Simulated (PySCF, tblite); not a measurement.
# C6H7AlO2: geometry, infrared bands and NMR shifts

What infrared bands and NMR shifts should C6H7AlO2 (`C#C/C=[CH]/[Al]1[O]CC[O]1`) show?

Computed with tblite 0.8.0 and PySCF 2.14.0, with density-fitted response routines of our own, on a single molecule in the gas phase. Atoms are numbered from 0 throughout.

## Step 1: The molecule as given

16 atoms, charge 0, multiplicity 1; geometry from: force field or distance geometry start.

Bonds of the start (Å): C0–C1 1.21, C1–C2 1.43, C2–C3 1.35, C3–Al4 1.97, Al4–O5 1.87, O5–C6 1.40, C6–C7 1.52, C7–O8 1.41, O8–Al4 1.84, C0–H9 1.04, C2–H10 1.08, C3–H11 1.08, C6–H12 1.10, C6–H13 1.12, C7–H14 1.10, C7–H15 1.11.

## Step 2: Geometry optimisation with GFN2-xTB

What the job is given:

```
{"job": {"kind": "relax", "xc": "GFN2-xTB", "basis": "xTB"}, "charge": 0, "multiplicity": 1}
C      4.738500     0.288600    -0.747300
C      3.650700    -0.081200    -0.357800
C      2.389800    -0.548700     0.134900
C      1.306200     0.146300    -0.260100
Al    -0.512100    -0.357800     0.322100
O     -1.873700    -0.502900    -0.958300
C     -2.651500     0.562000    -0.481900
C     -2.745600     0.389200     1.023800
O     -1.456000     0.643100     1.541000
H      5.663200     0.627500    -1.080100
H      2.310800    -1.415000     0.775400
H      1.377900     1.009200    -0.900300
H     -3.635600     0.549700    -0.969700
H     -2.063000     1.499400    -0.653600
H     -3.019800    -0.657900     1.198600
H     -3.487300     1.125100     1.401900
```

The run is started by

```console
OMP_NUM_THREADS=1 python probes_run.py task.json out
```

One launch serves the whole session: the jobs run in the order shown.

Output:

```text
step      E/eV     max force
  0    -694.96701    2.381
  1    -695.19005    2.772
  2    -695.23727    5.003
  3    -695.46535    0.938
  4    -695.50422    0.650
  5    -695.57264    0.663
  6    -695.60345    0.732
  7    -695.67434    0.682
  8    -695.71609    0.574
  9    -695.74983    0.375
 10    -695.78056    0.403
 11    -695.81375    0.494
 12    -695.84839    0.482
 13    -695.88156    0.433
 14    -695.90744    0.423
 15    -695.92460    0.318
 16    -695.93508    0.277
 17    -695.94363    0.277
 18    -695.95293    0.279
 19    -695.96142    0.242
 20    -695.96861    0.209
 21    -695.97626    0.241
 22    -695.98554    0.330
 23    -695.99653    0.499
 24    -696.00869    0.367
 25    -696.02029    0.221
 26    -696.02387    0.210
 27    -696.03574    0.241
 28    -696.04178    0.216
 29    -696.04623    0.157
 30    -696.04805    0.239
 31    -696.05070    0.134
 32    -696.05514    0.131
 33    -696.06088    0.153
 34    -696.06668    0.171
 35    -696.06932    0.174
 36    -696.07313    0.171
 37    -696.07697    0.169
 38    -696.08310    0.250
 39    -696.09078    0.275
 40    -696.07947    0.585
 41    -696.10361    0.238
 42    -696.10820    0.216
 43    -696.11792    0.211
 44    -696.12196    0.165
 45    -696.12871    0.144
 46    -696.13246    0.126
 47    -696.13492    0.130
 48    -696.13734    0.121
 49    -696.14053    0.173
 50    -696.14281    0.123
 51    -696.14425    0.099
 52    -696.14548    0.096
 53    -696.14737    0.126
 54    -696.15004    0.170
 55    -696.15247    0.159
 56    -696.15505    0.155
 57    -696.15810    0.157
 58    -696.16255    0.225
 59    -696.16863    0.344
 60    -696.17117    0.419
 61    -696.17862    0.311
 62    -696.18279    0.267
 63    -696.18976    0.246
 64    -696.19376    0.197
 65    -696.20157    0.159
 66    -696.20502    0.246
 67    -696.20601    0.242
 68    -696.20809    0.115
 69    -696.20901    0.134
 70    -696.21033    0.110
 71    -696.21176    0.061
 72    -696.21234    0.069
 73    -696.21290    0.105
 74    -696.21320    0.054
 75    -696.21349    0.048
 76    -696.21381    0.044
 77    -696.21421    0.049
 78    -696.21466    0.061
 79    -696.21521    0.066
 80    -696.21584    0.083
 81    -696.21647    0.073
 82    -696.21692    0.049
 83    -696.21719    0.036
 84    -696.21740    0.044
 85    -696.21766    0.044
 86    -696.21803    0.041
 87    -696.21844    0.052
 88    -696.21878    0.040
 89    -696.21901    0.038
 90    -696.21919    0.038
 91    -696.21940    0.035
 92    -696.21962    0.037
 93    -696.21977    0.027
 94    -696.21984    0.017
 95    -696.21989    0.017
 96    -696.21995    0.019
 97    -696.22004    0.025
 98    -696.22017    0.031
 99    -696.22033    0.035
100    -696.22052    0.032
101    -696.22080    0.043
102    -696.22124    0.050
103    -696.22195    0.062
104    -696.22280    0.074
105    -696.22344    0.091
106    -696.22387    0.065
107    -696.22436    0.064
108    -696.22471    0.049
109    -696.22498    0.045
110    -696.22519    0.033
111    -696.22534    0.022
112    -696.22539    0.028
113    -696.22544    0.016
114    -696.22550    0.024
115    -696.22557    0.021
116    -696.22561    0.016
117    -696.22563    0.013
118    -696.22567    0.014
119    -696.22570    0.014
120    -696.22573    0.017
121    -696.22575    0.012
122    -696.22576    0.006
```

Wall time 0.97 s (1 thread of Arm Neoverse V1, shared host).

Relaxation path: (not every step is listed)

| step | energy from step 0 (eV) | largest force (eV/Å) |
| --- | --- | --- |
| 0 | 0.0000 | 2.3809 |
| 1 | -0.2230 | 2.7722 |
| 2 | -0.2703 | 5.0035 |
| 3 | -0.4983 | 0.9376 |
| 4 | -0.5372 | 0.6498 |
| 5 | -0.6056 | 0.6629 |
| 6 | -0.6364 | 0.7320 |
| 7 | -0.7073 | 0.6816 |
| 8 | -0.7491 | 0.5742 |
| 18 | -0.9859 | 0.2791 |
| 28 | -1.0748 | 0.2156 |
| 38 | -1.1161 | 0.2500 |
| 48 | -1.1703 | 0.1207 |
| 58 | -1.1955 | 0.2252 |
| 68 | -1.2411 | 0.1150 |
| 78 | -1.2477 | 0.0615 |
| 88 | -1.2518 | 0.0403 |
| 98 | -1.2532 | 0.0313 |
| 108 | -1.2577 | 0.0493 |
| 117 | -1.2586 | 0.0129 |
| 118 | -1.2587 | 0.0137 |
| 119 | -1.2587 | 0.0140 |
| 120 | -1.2587 | 0.0172 |
| 121 | -1.2587 | 0.0117 |
| 122 | -1.2588 | 0.0061 |

Distances of close pairs at the start and the end, largest changes first:

| bond | before (Å) | after (Å) | change (Å) |
| --- | --- | --- | --- |
| Al4–O5 | 1.875 | 1.704 | -0.171 |
| Al4–O8 | 1.838 | 1.707 | -0.131 |
| C6–C7 | 1.519 | 1.573 | +0.055 |
| C3–Al4 | 1.975 | 1.945 | -0.029 |
| C6–H13 | 1.120 | 1.095 | -0.026 |
| C1–C2 | 1.432 | 1.409 | -0.023 |
| C7–H15 | 1.111 | 1.094 | -0.017 |
| C0–C1 | 1.213 | 1.202 | -0.011 |

The next job starts from the end point, and lists it.

## Step 3: Vibrational analysis with GFN2-xTB

What the job is given:

```
{"job": {"kind": "ir", "xc": "GFN2-xTB", "basis": "xTB"}, "charge": 0, "multiplicity": 1}
C      4.902210    -0.162848    -0.337067
C      3.718650    -0.120575    -0.130613
C      2.328667    -0.063443     0.093637
C      1.445446     0.361947    -0.821823
Al    -0.439427     0.374520    -0.341350
O     -1.870689     0.798704    -1.162502
C     -2.994276     0.624038    -0.340395
C     -2.564448     0.073739     1.069429
O     -1.171106    -0.073679     1.134182
H      5.936665    -0.202560    -0.508484
H      1.997061    -0.389170     1.073517
H      1.807430     0.682259    -1.794623
H     -3.680871    -0.081068    -0.819460
H     -3.502163     1.586552    -0.223554
H     -3.033803    -0.899188     1.245311
H     -2.886946     0.767201     1.852384
```

Output:

```text
mode    cm-1     km/mol
  1      42.5      0.02
  2      50.6      0.31
  3      71.1      0.02
  4      99.1      0.00
  5     127.9      0.44
  6     147.4      1.42
  7     196.8      5.06
  8     286.2     36.55
  9     353.1     21.36
 10     358.4     23.04
 11     464.4     51.48
 12     612.1      1.25
 13     614.9     12.92
 14     615.0      5.41
 15     677.2      8.01
 16     722.6    177.68
 17     728.6     15.96
 18     822.4    191.35
 19     854.1      0.88
 20     897.5     21.51
 21     991.6     21.46
 22    1010.8      3.77
 23    1065.4    252.16
 24    1074.3      1.07
 25    1088.4      0.34
 26    1130.9      9.11
 27    1204.8      0.01
 28    1216.4      4.46
 29    1254.7      3.16
 30    1305.2      6.13
 31    1313.0      0.08
 32    1470.8      0.00
 33    1490.1      5.28
 34    1578.3     20.07
 35    2238.6      5.21
 36    2904.1      0.05
 37    2922.1     94.16
 38    2925.4     22.25
 39    2932.6    117.87
 40    2991.3     34.57
 41    3014.6     19.48
 42    3392.0      4.67
```

Run time: 0.62 s. Hardware: 1 thread of Arm Neoverse V1, shared host.

Which atoms move in the most intense modes:

| cm⁻¹ | km/mol | atoms |
| --- | --- | --- |
| 286 | 36.5 | Al4 35 %, O8 18 %, O5 16 %, C1 13 % |
| 464 | 51.5 | C1 30 %, Al4 20 %, O5 14 %, O8 12 % |
| 723 | 177.7 | O5 36 %, Al4 30 %, O8 21 % |
| 822 | 191.3 | Al4 46 %, C3 15 %, O8 11 % |
| 1065 | 252.2 | C6 33 %, C7 25 %, O5 23 %, O8 17 % |
| 2922 | 94.2 | H15 26 %, H12 24 %, H14 21 %, H13 19 % |
| 2933 | 117.9 | H14 28 %, H15 28 %, H12 20 %, H13 20 % |
| 2991 | 34.6 | H11 92 % |

## Step 4: Nuclear shieldings: PBE0/pcSseg-1

Settings changed since step 3:

```diff
@@ -1,2 +1,2 @@
-{"job": {"kind": "ir", "xc": "GFN2-xTB", "basis": "xTB"}, "charge": 0, "multiplicity": 1}
+{"job": {"kind": "nmr", "xc": "PBE0", "basis": "pcSseg-1"}, "charge": 0, "multiplicity": 1}
 C      4.902210    -0.162848    -0.337067
```

Method: GIAO PBE0/pcSseg-1 NMR shielding, non-relativistic, gas phase.

Output:

```text
coarse grid: 14656 points
cycle   1  E = -624.8291600881  dE =  1.349e+00  |g| = 1.024e+00  |ddm| = 3.964e+00
cycle   2  E = -624.5367079890  dE =  2.925e-01  |g| = 1.618e+00  |ddm| = 1.958e+00
cycle   3  E = -625.0245118448  dE = -4.878e-01  |g| = 1.272e-01  |ddm| = 1.298e+00
cycle   4  E = -625.0276703529  dE = -3.159e-03  |g| = 4.653e-02  |ddm| = 1.371e-01
cycle   5  E = -625.0281260548  dE = -4.557e-04  |g| = 2.096e-02  |ddm| = 4.823e-02
cycle   6  E = -625.0282283872  dE = -1.023e-04  |g| = 7.063e-03  |ddm| = 2.027e-02
cycle   7  E = -625.0282407759  dE = -1.239e-05  |g| = 2.143e-03  |ddm| = 5.904e-03
cycle   8  E = -625.0282418176  dE = -1.042e-06  |g| = 5.973e-04  |ddm| = 2.018e-03
final grid: 139160 points
cycle   9  E = -625.1046341737  dE = -2.106e-05  |g| = 1.321e-02  |ddm| = 4.177e-02
cycle  10  E = -625.1045924261  dE =  4.175e-05  |g| = 2.012e-02  |ddm| = 2.018e-02
cycle  11  E = -625.1046669817  dE = -7.456e-05  |g| = 1.992e-03  |ddm| = 1.255e-02
cycle  12  E = -625.1046678417  dE = -8.600e-07  |g| = 6.038e-04  |ddm| = 1.674e-03
cycle  13  E = -625.1046679264  dE = -8.465e-08  |g| = 1.856e-04  |ddm| = 5.267e-04
cycle  14  E = -625.1046679348  dE = -8.386e-09  |g| = 3.090e-05  |ddm| = 1.603e-04
cycle  15  E = -625.1046679349  dE = -1.805e-10  |g| = 1.392e-05  |ddm| = 3.998e-05
converged SCF energy = -625.1046679349

GIAO shielding tensors (ppm)
atom      isotropic    diamagn.    paramagn.     s11        s22        s33       span
  0 C       92.715     256.266    -163.551     42.967     45.548    189.630    146.663
  1 C       99.273     249.589    -150.316     -4.284      1.671    300.433    304.717
  2 C       41.207     258.629    -217.422    -85.796     50.152    159.265    245.061
  3 C       42.833     257.368    -214.535    -73.030     25.472    176.058    249.089
  4 Al     414.304     799.847    -385.543    335.193    387.212    520.507    185.314
  5 O      293.693     399.495    -105.802    177.566    329.578    373.934    196.368
  6 C      119.740     241.003    -121.263     92.265    106.071    160.883     68.617
  7 C      120.240     239.622    -119.381     93.492    106.027    161.202     67.711
  8 O      297.819     399.565    -101.746    179.061    337.370    377.027    197.965
  9 H       28.570      32.906      -4.336     24.985     25.275     35.450     10.465
 10 H       25.010      31.020      -6.009     21.366     23.765     29.900      8.534
 11 H       24.889      31.109      -6.219     22.032     24.693     27.943      5.911
 12 H       27.382      27.521      -0.139     23.028     25.901     33.217     10.189
 13 H       27.379      27.342       0.037     22.949     25.899     33.288     10.339
 14 H       27.417      28.022      -0.605     22.899     25.968     33.384     10.485
 15 H       27.419      27.733      -0.314     22.976     25.965     33.316     10.340
```

It took 32 s on 1 thread of Arm Neoverse V1, shared host; peak memory 0.98 GiB.

The references, computed at this level on geometries of the same kind, shield at (ppm): 1H TMS 31.72, 13C TMS 186.9, 17O H2O 336.1, 27Al AlH4- 490.0. Their shielding less the atom's gives the shift. The references are single molecules in the gas phase, so shifts against H2O, NH3, PH3, H3PO4 or CFCl3 are not on the usual liquid scales and can be off by tens of ppm. Shifts against hydride references such as AlH4− lie on their own scale. Atoms listed in one row are averaged.

| atoms | environment | σ (ppm) | δ (ppm) |
| --- | --- | --- | --- |
| C2 | alkene CH | 41.2 | 145.7 |
| C3 | alkene CH | 42.8 | 144.1 |
| C0 | terminal alkyne carbon | 92.7 | 94.2 |
| C1 | alkyne carbon | 99.3 | 87.7 |
| C6, C7 | sp3 CH2 bonded to O | 120.0 | 66.9 |
| H11 | hydrogen on an alkene CH | 24.89 | 6.83 |
| H10 | hydrogen on an alkene CH | 25.01 | 6.71 |
| H12, H13, H14, H15 | hydrogen on an sp3 CH2 bonded to O | 27.40 | 4.32 |
| H9 | hydrogen on a terminal alkyne carbon | 28.57 | 3.15 |
| Al4 | aluminium bonded to C, 2 O, in a 5-membered ring | 414.3 | 75.7 |
| O5, O8 | oxygen bonded to C, Al, in a 5-membered ring | 295.8 | 40.3 |

The run also stored atomic charges by several schemes (e):

| atoms | Mulliken | IAO | Hirshfeld | ESP fit |
| --- | --- | --- | --- | --- |
| C0 | -0.31 | -0.22 | -0.09 | -0.49 |
| C1 | 0.27 | -0.02 | -0.04 | 0.14 |
| C2 | -0.15 | -0.11 | -0.02 | 0.04 |
| C3 | -0.45 | -0.48 | -0.18 | -0.71 |
| Al4 | 1.17 | 1.23 | 0.64 | 1.26 |
| O5, O8 | -0.70 | -0.67 | -0.32 | -0.68 |
| C6, C7 | 0.06 | -0.07 | -0.01 | 0.20 |

Mayer bond orders: C0–C1 2.38, C1–C2 1.18, C2–C3 1.78, C3–Al4 0.91, Al4–O5 0.92, O5–C6 0.91, C6–C7 1.00, C7–O8 0.91, O8–Al4 0.90.

Ring of atoms Al4, O5, C6, C7, O8: NICS(0) -5.1, NICS(1) -1.6, NICS(1)zz -3.1 ppm (means of both faces).

## Step 5: Outcome

| quantity | value |
| --- | --- |
| strongest single infrared mode (GFN2-xTB) | 1065 cm⁻¹, 252 km/mol |
| zero-point energy (GFN2-xTB) | 70.4 kcal/mol |
| 13C shifts against TMS (PBE0/pcSseg-1, means over atoms taken as alike) | 145.7, 144.1, 94.2, 87.7, 66.9 ppm |
| 1H shifts against TMS (PBE0/pcSseg-1, means over atoms taken as alike) | 6.83, 6.71, 4.32, 3.15 ppm |
| 27Al shifts against AlH4- (PBE0/pcSseg-1) | 75.7 ppm |
| 17O shifts against H2O (PBE0/pcSseg-1, means over atoms taken as alike) | 40.3 ppm |

What this shows: Relaxing lowered the energy by 1.259 eV in 122 steps; the close pair that moved most is Al4–O5, from 1.875 to 1.704 Å. No mode is imaginary among the 42: a minimum at this level. The strongest single mode, at 1065 cm⁻¹, is spread over several atoms, C6, C7, O5, O8 among them. GFN2-xTB is a fitted tight-binding method: band positions and strengths are rough. Its intensities can rank the bands wrongly. At PBE0/pcSseg-1: The widest tensor belongs to C1: span 305 ppm, with a paramagnetic part of -150 ppm.
